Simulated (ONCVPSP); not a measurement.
# Pseudopotential generation for nickel: ONCV, PBE

Task: generate the file, and judge it by its errors in other configurations, its logarithmic derivatives, its ghosts and its cutoff.

Method: ONCVPSP 4.0.1.1 (patched build), PBE, scalar-relativistic.

**1. Settings**

The settings as typed:

- element: nickel (Ni, Z = 28)
- type: optimised norm-conserving Vanderbilt (ONCV)
- frozen core: [Ar]
- valence charge: 10
- reference configuration: 3d8 4s2
- partial waves: 4s: rc 2.15 bohr, ncon 3, nbas 7, qcut 3.6 1/bohr, 2 projectors, debl 2.8 Ha; p scattering state at 0.4 Ha: rc 2.35 bohr, ncon 4, nbas 8, qcut 4.1 1/bohr, 2 projectors, debl 3.5 Ha; 3d: rc 0.95 bohr, ncon 3, nbas 8, qcut 18.3 1/bohr, 2 projectors, debl 1.8 Ha
- local potential: polynomial inside 0.65 bohr (lpopt 3, dvloc0 6 Ha)
- core correction: Teter function fitted to the true core (icmod 2), fcfact 0.7

**2. Generation**

The input, Ni.dat:

```
# ATOM AND REFERENCE CONFIGURATION
# atsym  z   nc   nv     iexc    psfile
  Ni 28.00    5    2        4      upf
#
#   n    l    f
    1    0    2.00
    2    0    2.00
    2    1    6.00
    3    0    2.00
    3    1    6.00
    3    2    8.00
    4    0    2.00
#
# PSEUDOPOTENTIAL AND OPTIMIZATION
# lmax
    2
#
#   l,   rc,      ep,       ncon, nbas, qcut
    0    2.15    0.00    3    7    3.60
    1    2.35    0.40    4    8    4.10
    2    0.95    0.00    3    8   18.30
#
# LOCAL POTENTIAL
# lloc, lpopt,  rc(5),   dvloc0
    4    3    0.65    6.00
#
# VANDERBILT-KLEINMAN-BYLANDER PROJECTORs
# l, nproj, debl
    0    2    2.80
    1    2    3.50
    2    2    1.80
#
# MODEL CORE CHARGE
# icmod, fcfact, rcfact
    2    0.70    0.90
#
# LOG DERIVATIVE ANALYSIS
# epsh1, epsh2, depsh
   -2.00    5.00    0.02
#
# OUTPUT GRID
# rlmax, drl
    6.00    0.01
#
# TEST CONFIGURATIONS
# ncnf
    4
# nvcnf
#   n    l    f
    2
    3    2    8.00
    4    0    1.00
#
    2
    3    2    8.00
    4    0    0.00
#
    2
    3    2    7.00
    4    0    0.00
#
    3
    3    2    7.00
    4    0    2.00
    4    1    1.00
#
```

Command:

```
$ oncvpsp.x < Ni.dat > Ni.out
```

Before running it: what results should come out? Wanted: cutoffs for 1 and 0.1 mHa per electron, occupied waves; bound ghosts; GHOST(+) flags; largest test error; largest phase difference near zero energy, channels read; rms error of d²Exc/dn², without and with the model core; projector energies reset by the program.

**Answer**, as computed:

```
                                                quantity                      value
  cutoffs for 1 and 0.1 mHa per electron, occupied waves          112 Ha and 129 Ha
                                            bound ghosts            s at -126.57 eV
                                          GHOST(+) flags                 p at 66 eV
                            largest test error (AE − PS)  -221 meV, for 3d7 4s2 4p1
largest phase difference near zero energy, channels read                  0.004 rad
 rms error of d²Exc/dn², without and with the model core         10.04 and 2.57 mHa
                 projector energies reset by the program         p: 0.050, 3.550 Ha
```

It has a bound ghost (s), a state that the atom doesn't have, and that rules the file out. By total energies transferability is poor: the largest error is 221 meV on 10.5 eV, for 3d7 4s2 4p1. It counts as very hard, with 112 Ha needed at the looser tolerance. At the looser tolerance the 3d wave is the slowest; 4s needs 5 Ha. Near zero energy the phases of the channels with partial waves agree within 0.004 rad. The program also flags highly localised states, GHOST(+) (p).
